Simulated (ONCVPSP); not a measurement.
**Pseudopotential generation for lithium: ONCV, PBE**

Task: generate the file, and judge it by its errors in other configurations, its logarithmic derivatives, its ghosts and its cutoff.

The numbers are computed with ONCVPSP 4.0.1 (PBE, scalar-relativistic, spin-unpolarised reference atom).

### 1 Starting point

Typed settings, in words:

- element: lithium (Li, Z = 3)
- type: optimised norm-conserving Vanderbilt (ONCV)
- frozen core: none
- valence charge: 3
- reference configuration: 1s2 2s1
- partial waves: 1s+2s: rc 0.90 bohr, ncon 3, nbas 6, qcut 12 1/bohr, 3 projectors, debl 3.4 Ha; p scattering state at 0.12 Ha: rc 0.85 bohr, ncon 4, nbas 8, qcut 10.5 1/bohr, 2 projectors, debl 3.9 Ha; d scattering state at 0.14 Ha: rc 0.75 bohr, ncon 4, nbas 7, qcut 15.2 1/bohr, 2 projectors, debl 3.8 Ha
- local potential: polynomial inside 0.65 bohr (lpopt 5, dvloc0 3 Ha)
- core correction: not asked for

The nodes and maxima of the atom's own shells, from an earlier all-electron run, set the scale for the radii.

All-electron outer shells of the reference configuration (PBE, scalar-relativistic, ld1.x):

| shell | level (eV) | outermost node (bohr) | outermost maximum (bohr) |
| --- | --- | --- | --- |
| 1s | -51.85 | – | 0.36 |
| 2s | -2.87 | 0.83 | 3.12 |
| 2p | -1.09 | – | 3.81 |

### 2 The generation run

Li.dat reads:

```
# ATOM AND REFERENCE CONFIGURATION
# atsym  z   nc   nv     iexc    psfile
  Li 3.00    0    2        4      upf
#
#   n    l    f
    1    0    2.00
    2    0    1.00
#
# PSEUDOPOTENTIAL AND OPTIMIZATION
# lmax
    2
#
#   l,   rc,      ep,       ncon, nbas, qcut
    0    0.90    0.00    3    6   12.00
    1    0.85    0.12    4    8   10.50
    2    0.75    0.14    4    7   15.20
#
# LOCAL POTENTIAL
# lloc, lpopt,  rc(5),   dvloc0
    4    5    0.65    3.00
#
# VANDERBILT-KLEINMAN-BYLANDER PROJECTORs
# l, nproj, debl
    0    3    3.40
    1    2    3.90
    2    2    3.80
#
# MODEL CORE CHARGE
# icmod, fcfact, rcfact
    0    0.00    0.00
#
# LOG DERIVATIVE ANALYSIS
# epsh1, epsh2, depsh
   -3.00    5.00    0.02
#
# OUTPUT GRID
# rlmax, drl
    6.00    0.01
#
# TEST CONFIGURATIONS
# ncnf
    4
# nvcnf
#   n    l    f
    2
    1    0    2.00
    2    0    0.00
#
    2
    1    0    2.00
    2    0    0.50
#
    3
    1    0    2.00
    2    0    0.00
    2    1    1.00
#
    2
    1    0    1.00
    2    0    1.00
#
```

The run is started by

```bash
oncvpsp.x < Li.dat > Li.out
```

Q: Predict the outcome of this session. Wanted: cutoffs for 1 and 0.1 mHa per electron, occupied waves; bound ghosts; GHOST(+) flags; largest test error; largest phase difference near zero energy, channels read.

**Answer**, as computed:

| quantity | value |
| --- | --- |
| cutoffs for 1 and 0.1 mHa per electron, occupied waves | 53 Ha and 62 Ha |
| bound ghosts | none found |
| GHOST(+) flags | none at low energy |
| largest test error (AE − PS) | +479 meV, for 1s1 2s1 |
| largest phase difference near zero energy, channels read | 0.000 rad |

**Reading.** By total energies transferability is poor: the largest error is 479 meV on 68.4 eV, for 1s1 2s1. That test lies far up in energy; among those under 40 eV, nearer to bonding, the largest error is 0.3 meV. The potential is hard: the looser tolerance needs 53 Ha. At the looser tolerance the 1s wave is the slowest; 2s needs 36 Ha. No bound ghost shows below the valence levels. Near zero energy the phases of the channels with partial waves agree within 0.001 rad. These are tests on the free atom; a crystal test is still owed.
